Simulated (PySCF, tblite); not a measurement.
# C₂H₁₁F₂NSi₃: geometry, infrared bands and NMR shifts

Wanted: the infrared bands and NMR shifts of C₂H₁₁F₂NSi₃ (`FC[SiH2]N[Si@@H](F)C[SiH3]`), by calculation.

The runs use tblite 0.8.0 and PySCF 2.14.0, with density-fitted response routines of our own; the level of theory stands in each step. All values are computed, except where a source is named. Atoms are numbered from 0 throughout.

## Step 1: The molecule as given

19 atoms, charge 0, multiplicity 1; geometry from: force field or distance geometry start.

Bonds of the start (Å): F0–C1 1.38, C1–Si2 1.88, Si2–N3 1.80, N3–Si4 1.78, Si4–F5 1.68, Si4–C6 1.87, C6–Si7 1.85, C1–H8 1.10, C1–H9 1.11, Si2–H10 1.49, Si2–H11 1.47, N3–H12 1.05, Si4–H13 1.48, C6–H14 1.12, C6–H15 1.10, Si7–H16 1.47, Si7–H17 1.49, Si7–H18 1.47.

## Step 2: Relaxing the molecule with GFN2-xTB

What the job is given:

```
{"job": {"kind": "relax", "xc": "GFN2-xTB", "basis": "xTB"}, "charge": 0, "multiplicity": 1}
F      3.781300     1.352400     0.674100
C      3.019000     1.254800    -0.477000
Si     2.166600    -0.416800    -0.459500
N      0.718900    -0.174400     0.586800
Si    -0.611300    -1.219000     0.029800
F     -0.228000    -2.823400     0.333000
C     -2.119800    -0.712800     1.011000
Si    -2.931100     0.676500     0.093800
H      3.606000     1.323800    -1.399000
H      2.243000     2.053500    -0.422300
H      1.703400    -0.804400    -1.816500
H      3.015400    -1.482500     0.091800
H      0.422600     0.825200     0.483200
H     -0.806000    -0.966900    -1.418700
H     -1.733200    -0.333900     1.996000
H     -2.775200    -1.586300     1.166600
H     -2.014000     1.229500    -0.911300
H     -4.106200     0.121700    -0.636800
H     -3.361400     1.692200     1.067700
```

On the command line:

```console
> OMP_NUM_THREADS=1 python probes_run.py task.json out
```

The driver reads the jobs from task.json and runs them one after another.

**Question.** This job is followed by: GFN2-xTB harmonic vibrations, gas phase; GIAO PBE0/pcSseg-1 NMR shielding, non-relativistic, gas phase. Predict these results of the whole session: strongest single infrared mode (GFN2-xTB); zero-point energy (GFN2-xTB); ¹³C shifts against TMS (PBE0/pcSseg-1); ¹H shifts against TMS (PBE0/pcSseg-1, means over atoms taken as alike); ¹⁹F shifts against CFCl3 (PBE0/pcSseg-1); ²⁹Si shifts against TMS (PBE0/pcSseg-1); ¹⁵N shifts against NH3 (PBE0/pcSseg-1).

The runs gave:

```
                                                              quantity                                                     value
                             strongest single infrared mode (GFN2-xTB)                                     2246 cm⁻¹, 621 km/mol
                                          zero-point energy (GFN2-xTB)                                             77.4 kcal/mol
                                ¹³C shifts against TMS (PBE0/pcSseg-1)                                            79.5, -4.2 ppm
¹H shifts against TMS (PBE0/pcSseg-1, means over atoms taken as alike)  5.33, 5.09, 5.00, 4.92, 4.75, 3.93, 0.73, 0.26, 0.05 ppm
                              ¹⁹F shifts against CFCl3 (PBE0/pcSseg-1)                                        -168.8, -311.3 ppm
                               ²⁹Si shifts against TMS (PBE0/pcSseg-1)                                    -0.3, -41.8, -80.0 ppm
                                ¹⁵N shifts against NH3 (PBE0/pcSseg-1)                                                  22.3 ppm
```

What this shows: Relaxing lowered the energy by 0.923 eV in 210 steps; the close pair that moved most is Si2–N3, from 1.803 to 1.725 Å. All 51 modes are real, so the xTB geometry is a minimum. GFN2-xTB is a fitted tight-binding method: band positions and strengths are rough. Its intensities can rank the bands wrongly. The most deshielded carbon is C1 (sp3 CH2 bonded to F and Si), at 79.5 ppm: deshielded by the electronegative neighbour. At PBE0/pcSseg-1: Shielding is most anisotropic at C1 (span 114 ppm, paramagnetic term -139 ppm).
